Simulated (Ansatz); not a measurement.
**Ge: a tetragonal deformation path**

The task here is to estimate one member of a computed series from the others.

Computed with Ansatz 0.2.0 (DFT r2SCAN, scalar-relativistic, plane waves, PAW, unless a step's input says otherwise).

## The system as given

The structure is cubic, space group Fd-3m (No. 227). The conventional cell has a = 5.658 Å, b = 5.658 Å, c = 5.658 Å, α = 90.00°, β = 90.00°, γ = 90.00°. Ge (site symmetry -43m) is surrounded by 4 Ge at 2.45 Å.

Coordinates:

```
CELL_PARAMETERS angstrom
0.00000 2.82877 2.82877
2.82877 0.00000 2.82877
2.82877 2.82877 0.00000
ATOMIC_POSITIONS crystal
Ge 0.50000 0.50000 0.50000
Ge 0.75000 0.75000 0.75000
```

No relaxation comes first: the listed cell is the starting point.

The first run:

At fixed volume and fractional coordinates, lengths along (0.000, 0.000, 1.000) are scaled against those across it; ρ is that ratio over its starting value.

File input.yaml:

```yaml
crystal:
  lattice:
    - [0.0, 3.1753468143, 2.2449701977]
    - [3.1753468143, 0.0, 2.2449701977]
    - [3.1753468143, 3.1753468143, 0.0]
  atoms:
    - { symbol: Ge, position: [0.5, 0.5, 0.5] }
    - { symbol: Ge, position: [0.75, 0.75, 0.75] }
basis:
  ecutwfc: 300.0
kpoints:
  mp_grid: { grid: [6, 6, 6] }
hamiltonian:
  xc: r2scan
scf:
  occupations: { method: gaussian, width: 0.05 }
output:
  forces: true
  stress: true
  eigenvalues: true
```

Started as:

```sh
$ ansatz run input.yaml --threads 1 --pin off --max-ram 2560MiB --backend cpu --events-out ev --progress --plain --runs-dir out
```

Among the steps run: Point ρ = 0.707; At ρ = 1.414; At ρ = 0.850; Point ρ = 1.200; At ρ = 0.780; ρ = 1.300; At ρ = 0.920; ρ = 1.100; At ρ = 0.650; At ρ = 1.500; Point ρ = 0.960; At ρ = 1.050.

One of the session's tables, all rows but one given; the rest of the session is left out.

It belongs to the step «The scan collected». The scan, with free energies counted from the undisturbed cell:

| ρ | ΔE (meV/atom) | pressure (GPa) | gap on the mesh (eV) |
| --- | --- | --- | --- |
| 0.650 | 332.7 | -2.2 | 0.00 |
| 0.707 | 252.3 | -1.1 | 0.00 |
| 0.780 | 158.2 | -0.3 | 0.00 |
| 0.850 | 81.5 | 0.0 | 0.00 |
| 0.920 | 23.7 | 0.4 | 0.00 |
| 0.960 | ? | ? | ? |
| 1.000 | 0.0 | 0.5 | 0.44 |
| 1.050 | 9.8 | 0.4 | 0.27 |
| 1.100 | 38.9 | 0.5 | 0.00 |
| 1.200 | 147.1 | 1.2 | 0.00 |
| 1.300 | 281.8 | 1.2 | 0.00 |
| 1.414 | 447.3 | 0.9 | 0.00 |
| 1.500 | 539.4 | 0.7 | 0.00 |

**Question.** Estimate the row for ρ = 0.960.

Worked estimate for «ΔE (meV/atom)». A straight line through the neighbours (0.920, 23.7) and (1.000, 0.0) gives 23.7 + (0.0 − 23.7) × (0.960 − 0.920) / (1.000 − 0.920) = 11.9; a parabola fitted to 4 rows on both sides gives 6.1.

**Answer.** ΔE (meV/atom): 6.3; pressure (GPa): 0.5; gap on the mesh (eV): 0.21. In «ΔE (meV/atom)» the line misses by +5.6 and the parabola by -0.2.

Where the gap reads zero, the mesh chosen for the insulator is on the coarse side.

Limits of these values: The settings are coarse, so take the values as rough. Warnings in the runs' records: cutoff below recommended.
